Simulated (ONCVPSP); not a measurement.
# Lanthanum: generating and testing an ONCV potential

Aim: build the potential from the settings below, then test how well it stands in for the atom: other configurations, scattering, ghost states and the plane-wave cutoff that it needs.

The numbers are computed with ONCVPSP 4.0.1 (PBE, scalar-relativistic, spin-unpolarised reference atom).

### Step 1. Settings

The settings as typed:

- element: lanthanum (La, Z = 57)
- type: optimised norm-conserving Vanderbilt (ONCV)
- frozen core: [Kr] 4d10
- valence charge: 11
- reference configuration: 5s2 5p6 5d1 6s1 6p1
- partial waves: 5s+6s: rc 2.90 bohr, ncon 5, nbas 9, qcut 5.4 1/bohr, 2 projectors; 5p+6p: rc 2.85 bohr, ncon 3, nbas 6, qcut 3.9 1/bohr, 2 projectors; 5d: rc 3.15 bohr, ncon 3, nbas 8, qcut 4.6 1/bohr, 2 projectors, debl 1.4 Ha; f scattering state at 0.16 Ha: rc 2.70 bohr, ncon 4, nbas 9, qcut 4.1 1/bohr, 2 projectors, debl 0.85 Ha
- local potential: polynomial inside 2.05 bohr (lpopt 5, dvloc0 2 Ha)
- core correction: not asked for

The outer shells as boxes (Hund's rule for the drawing; the calculation is spin-unpolarised):

```
[Kr] core
4d [↑↓][↑↓][↑↓][↑↓][↑↓]
5s [↑↓]
5p [↑↓][↑↓][↑↓]
5d [↑ ][  ][  ][  ][  ]
6s [↑ ]
6p [↑ ][  ][  ]
```

An earlier all-electron run gives the scale for the radii.

All-electron outer shells of the reference configuration (PBE, scalar-relativistic, ld1.x):

```json
{"shell": "4d", "level (eV)": "-104.97", "outermost node (bohr)": "0.32", "outermost maximum (bohr)": "0.68"}
{"shell": "5s", "level (eV)": "-40.03", "outermost node (bohr)": "0.77", "outermost maximum (bohr)": "1.41"}
{"shell": "5p", "level (eV)": "-23.49", "outermost node (bohr)": "0.83", "outermost maximum (bohr)": "1.58"}
{"shell": "4f", "level (eV)": "-5.45", "outermost node (bohr)": "–", "outermost maximum (bohr)": "0.75"}
{"shell": "6s", "level (eV)": "-4.28", "outermost node (bohr)": "1.86", "outermost maximum (bohr)": "3.79"}
{"shell": "5d", "level (eV)": "-3.96", "outermost node (bohr)": "0.95", "outermost maximum (bohr)": "2.19"}
{"shell": "6p", "level (eV)": "-1.86", "outermost node (bohr)": "2.20", "outermost maximum (bohr)": "4.93"}
```

### Step 2. The generation run

Contents of La.dat:

```
# ATOM AND REFERENCE CONFIGURATION
# atsym  z   nc   nv     iexc    psfile
  La 57.00    9    5        4      upf
#
#   n    l    f
    1    0    2.00
    2    0    2.00
    2    1    6.00
    3    0    2.00
    3    1    6.00
    3    2   10.00
    4    0    2.00
    4    1    6.00
    4    2   10.00
    5    0    2.00
    5    1    6.00
    5    2    1.00
    6    0    1.00
    6    1    1.00
#
# PSEUDOPOTENTIAL AND OPTIMIZATION
# lmax
    3
#
#   l,   rc,      ep,       ncon, nbas, qcut
    0    2.90    0.00    5    9    5.40
    1    2.85    0.00    3    6    3.90
    2    3.15    0.00    3    8    4.60
    3    2.70    0.16    4    9    4.10
#
# LOCAL POTENTIAL
# lloc, lpopt,  rc(5),   dvloc0
    4    5    2.05    2.00
#
# VANDERBILT-KLEINMAN-BYLANDER PROJECTORs
# l, nproj, debl
    0    2    1.00
    1    2    3.40
    2    2    1.40
    3    2    0.85
#
# MODEL CORE CHARGE
# icmod, fcfact, rcfact
    0    0.00    0.00
#
# LOG DERIVATIVE ANALYSIS
# epsh1, epsh2, depsh
   -3.00    5.00    0.02
#
# OUTPUT GRID
# rlmax, drl
    6.00    0.01
#
# TEST CONFIGURATIONS
# ncnf
    4
# nvcnf
#   n    l    f
    5
    5    0    2.00
    5    1    6.00
    5    2    1.00
    6    0    2.00
    6    1    0.00
#
    5
    5    0    2.00
    5    1    6.00
    5    2    1.00
    6    0    1.00
    6    1    0.00
#
    5
    5    0    2.00
    5    1    6.00
    5    2    1.00
    6    0    0.00
    6    1    0.00
#
    5
    5    0    2.00
    5    1    6.00
    5    2    1.50
    6    0    1.50
    6    1    0.00
#
```

Launch:

```sh
$ oncvpsp.x < La.dat > La.out
```

What does the calculation give? Wanted: cutoffs for 1 and 0.1 mHa per electron, occupied waves; bound ghosts; GHOST(+) flags; largest test error; largest phase difference near zero energy, channels read; projector energies reset by the program.

**Answer**, as computed:

| quantity | value |
| --- | --- |
| cutoffs for 1 and 0.1 mHa per electron, occupied waves | 8.8 Ha and 11 Ha |
| bound ghosts | none found |
| GHOST(+) flags | none at low energy |
| largest test error (AE − PS) | -3.3 meV, for 5s2 5p6 5d1 6s0 6p0 |
| largest phase difference near zero energy, channels read | 0.002 rad |
| projector energies reset by the program | f: -0.200, 0.650 Ha |

**Reading.** By total energies transferability is very good: the largest error is 3.3 meV on 14.5 eV, for 5s2 5p6 5d1 6s0 6p0. It counts as soft on the atom at that tolerance, with 8.8 Ha needed at the looser tolerance. That counts occupied waves only; other projectors can need more. The program's ghost test flags no bound state. Near zero energy the phases of the channels with partial waves agree within 0.002 rad.
